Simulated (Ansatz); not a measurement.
# AlClH6O2Si2: the cost of one run

Method: RKS LDA/STO-3G, in Ansatz 0.2.0.

## 1. Starting point

Bond lengths: Al1–O2 1.780 Å, O2–Si3 1.680 Å, Si3–H4 1.460 Å, Si3–H5 1.460 Å, Si3–H6 1.460 Å, Al1–O7 1.780 Å, O7–Si8 1.680 Å, Si8–H9 1.460 Å, Si8–H10 1.460 Å, Si8–H11 1.460 Å, Al1–Cl12 2.230 Å. Angles (14 of 17 angles, heavy atoms first): Al1–O2–Si3 125.0°, O2–Al1–O7 120.0°, O2–Al1–Cl12 120.0°, O7–Al1–Cl12 120.0°, Al1–O7–Si8 125.0°, O2–Si3–H4 109.5°, O2–Si3–H5 109.5°, O2–Si3–H6 109.5°, O7–Si8–H9 109.5°, O7–Si8–H10 109.5°, O7–Si8–H11 109.5°, H4–Si3–H5 109.4°, H4–Si3–H6 109.4°, H5–Si3–H6 109.4°.

Coordinates:

```xyz
12

Al    0.0000    0.0000    0.0000
O     0.0000    0.0000    1.7800
Si   -1.3147   -0.4067    2.7436
H    -2.2390   -1.2403    1.9804
H    -0.8506   -1.1432    3.9157
H    -1.9987    0.8095    3.1733
O     1.5415    0.0000   -0.8900
Si    2.3874   -1.3760   -1.3520
H     1.4599   -2.3514   -1.9176
H     3.3882   -1.0195   -2.3535
H     3.0504   -1.9546   -0.1870
Cl   -1.9312    0.0000   -1.1150
```

## 2. Relaxing the start

Input file input.yaml:

```yaml
crystal:
  periodic: [false, false, false]
  atoms:
    - { symbol: Al, position_ang: [0.0, 0.0, 0.0] }
    - { symbol: O, position_ang: [0.0, 0.0, 1.78] }
    - { symbol: Si, position_ang: [-1.3147, -0.4067, 2.7436] }
    - { symbol: H, position_ang: [-2.239, -1.2403, 1.9804] }
    - { symbol: H, position_ang: [-0.8506, -1.1432, 3.9157] }
    - { symbol: H, position_ang: [-1.9987, 0.8095, 3.1733] }
    - { symbol: O, position_ang: [1.5415, 0.0, -0.89] }
    - { symbol: Si, position_ang: [2.3874, -1.376, -1.352] }
    - { symbol: H, position_ang: [1.4599, -2.3514, -1.9176] }
    - { symbol: H, position_ang: [3.3882, -1.0195, -2.3535] }
    - { symbol: H, position_ang: [3.0504, -1.9546, -0.187] }
    - { symbol: Cl, position_ang: [-1.9312, 0.0, -1.115] }
basis:
  gaussian: { orbitals: STO-3G }
hamiltonian:
  xc: lda
relax:
  f_tol: 0.02
  max_steps: 40
```

On the command line:

```console
> ansatz run input.yaml --threads 1 --pin off --max-ram 2048MiB --backend cpu --events-out ev --progress --plain --runs-dir out
```

What time and memory should one allow on 1 thread of Arm Neoverse V1, shared host?

About 80 s, with a peak of 0.15 GiB.
